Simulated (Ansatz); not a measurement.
# TeAs: the cost of one run

Computed with Ansatz 0.2.0 (DFT PBEsol+D3(BJ), scalar-relativistic, plane waves, PAW, unless a step's input says otherwise).

### Step 1. The system as given

The structure is cubic, space group Fm-3m (No. 225). Conventional cell: a = 5.935 Å, b = 5.935 Å, c = 5.935 Å, α = 90.00°, β = 90.00°, γ = 90.00°. Te (site symmetry m-3m) is surrounded by 6 As at 2.97 Å. As (site symmetry m-3m) is surrounded by 6 Te at 2.97 Å.

Coordinates:

```cif
data_structure
_symmetry_space_group_name_H-M 'Fm-3m'
_symmetry_Int_Tables_number 225
_cell_length_a 5.9353
_cell_length_b 5.9353
_cell_length_c 5.9353
_cell_angle_alpha 90.000
_cell_angle_beta 90.000
_cell_angle_gamma 90.000
_cell_volume 209.09
loop_
_atom_site_label
_atom_site_type_symbol
_atom_site_symmetry_multiplicity
_atom_site_Wyckoff_symbol
_atom_site_fract_x
_atom_site_fract_y
_atom_site_fract_z
_atom_site_occupancy
Te1 Te 4 b 0.50000 0.00000 0.00000 1
As1 As 4 a 0.00000 0.00000 0.00000 1
```

It goes back to an entry of the Materials Project, which need not be the stable form.

The cell is taken as given, not relaxed at this level.

### Step 2. The undisturbed cell

Contents of input.yaml:

```yaml
crystal:
  lattice:
    - [0.0, 2.967667, 2.967667]
    - [2.967667, 0.0, 2.967667]
    - [2.967667, 2.967667, 0.0]
  atoms:
    - { symbol: Te, position: [0.5, 0.5, 0.5] }
    - { symbol: As, position: [0.0, 0.0, 0.0] }
basis:
  ecutwfc: 420
kpoints:
  mp_grid: { grid: [16, 16, 16] }
hamiltonian:
  xc: pbesol
  dispersion: d3bj
scf:
  occupations: { method: gaussian, width: 0.15 }
output:
  forces: true
  stress: true
  eigenvalues: true
  write_density: true
  write_potential: true
  elf: true
  volumetric_format: npy
```

On the command line:

```
ansatz run input.yaml --threads 1 --pin off --max-ram 2560MiB --backend cpu --events-out ev --progress --plain --runs-dir out
```

Q: Estimate wall time and peak memory on 1 thread of Arm Neoverse V1, shared host.

About 11 s, with a peak of 0.41 GiB.
